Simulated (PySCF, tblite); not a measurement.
**C₄H₆Cl₃N: infrared bands and NMR shifts**

Wanted: the infrared bands and NMR shifts of C₄H₆Cl₃N (`[H]/N=C(\C)CC(Cl)(Cl)Cl`), by calculation.

Programs: tblite 0.8.0 and PySCF 2.14.0, with density-fitted response routines of our own. Each step states its level of theory. These are calculated values for one molecule in the gas phase, unless marked as measured. Atoms are numbered from 0 throughout.

## (1) Starting geometry

14 atoms, charge 0, multiplicity 1; geometry from: GFN2-xTB.

Bonds of the start (Å): C0–C1 1.50, C1–N2 1.26, C1–C3 1.52, C3–C4 1.52, C4–Cl5 1.78, C4–Cl6 1.79, C4–Cl7 1.78, C0–H8 1.09, C0–H9 1.09, C0–H10 1.09, N2–H11 1.02, C3–H12 1.09, C3–H13 1.09.

## (2) Infrared spectrum with GFN2-xTB

Job settings and geometry (Å):

```
{"job": {"kind": "ir", "xc": "GFN2-xTB", "basis": "xTB"}, "charge": 0, "multiplicity": 1}
C     -1.586162     0.331951    -0.272760
C     -0.557426    -0.715551     0.024008
N     -0.633448    -1.940351    -0.244582
C      0.703810    -0.278335     0.741912
C      1.553867     0.706071    -0.043113
Cl     0.882355     2.353036    -0.008692
Cl     3.188445     0.790163     0.669194
Cl     1.710464     0.195031    -1.739070
H     -2.533891    -0.129886    -0.543506
H     -1.252186     0.945478    -1.108036
H     -1.732983     0.984736     0.584095
H     -1.487969    -2.234722    -0.711957
H      0.449362     0.171864     1.704149
H      1.295086    -1.179959     0.916235
```

**Question.** This job is followed by: GIAO PBE0/pcSseg-1 NMR shielding, non-relativistic, gas phase. Predict these results of the whole session: strongest single infrared mode (GFN2-xTB); zero-point energy (GFN2-xTB); 13C shifts against TMS (PBE0/pcSseg-1); 1H shifts against TMS (PBE0/pcSseg-1, means over atoms taken as alike); 15N shifts against NH3 (PBE0/pcSseg-1); 35Cl shifts against HCl (PBE0/pcSseg-1, means over atoms taken as alike).

As calculated:

```
                                                                quantity                         value
                               strongest single infrared mode (GFN2-xTB)         1744 cm⁻¹, 155 km/mol
                                            zero-point energy (GFN2-xTB)                 59.2 kcal/mol
                                  13C shifts against TMS (PBE0/pcSseg-1)  177.0, 122.2, 70.8, 31.4 ppm
  1H shifts against TMS (PBE0/pcSseg-1, means over atoms taken as alike)         10.96, 3.63, 2.22 ppm
                                  15N shifts against NH3 (PBE0/pcSseg-1)                     370.2 ppm
35Cl shifts against HCl (PBE0/pcSseg-1, means over atoms taken as alike)                       488 ppm
```

**Reading.** No mode is imaginary among the 36: a minimum at this level. The strongest single mode, at 1744 cm⁻¹, moves mainly C1 and N2. Unscaled tight-binding wavenumbers are off by several per cent, some by more. Its intensities can rank the bands wrongly. C4 stands next to heavy halogen, whose spin-orbit shielding this run leaves out, so the computed shift lies too far downfield, most of all for carbon beside Br or I. At PBE0/pcSseg-1: The widest tensor belongs to Cl5, Cl6, Cl7: span 802 ppm, with a paramagnetic part of -683 ppm.
